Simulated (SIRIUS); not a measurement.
Crystal: TiSn.

```
CELL_PARAMETERS angstrom
0.00000 2.80055 2.80055
2.80055 0.00000 2.80055
2.80055 2.80055 0.00000
ATOMIC_POSITIONS crystal
Ti 0.00000 0.00000 0.00000
Sn 0.50000 0.50000 0.50000
```

The cell was built by a generator and needn't be a form met in nature.

Base run:

```yaml
Program: SIRIUS 7.10.0
Functional: PW91
Potentials_or_basis: PseudoDojo 0.4.1 PBE standard (scalar relativistic)
Cutoff: 1152 eV
Density_cutoff: 4606 eV
k_mesh: 8 × 8 × 8
Occupations: fermi-dirac, width 0.05 eV
Spin: no spin polarisation
```

Its results: band gap on the k mesh none (metal or under the smearing width); pressure 0.0 GPa.

The run is repeated on the same cell with these changes: functional from PW91 to RPBE; libxc names from ["XC_GGA_X_PW91", "XC_GGA_C_PW91"] to ["XC_GGA_X_RPBE", "XC_GGA_C_PBE"]. What comes out?

Band gap on the k mesh none (metal or under the smearing width); pressure 2.3 GPa.

Caveats: the potentials were made for another functional, which shifts forces and pressure.

Not every run made on this cell is shown here.
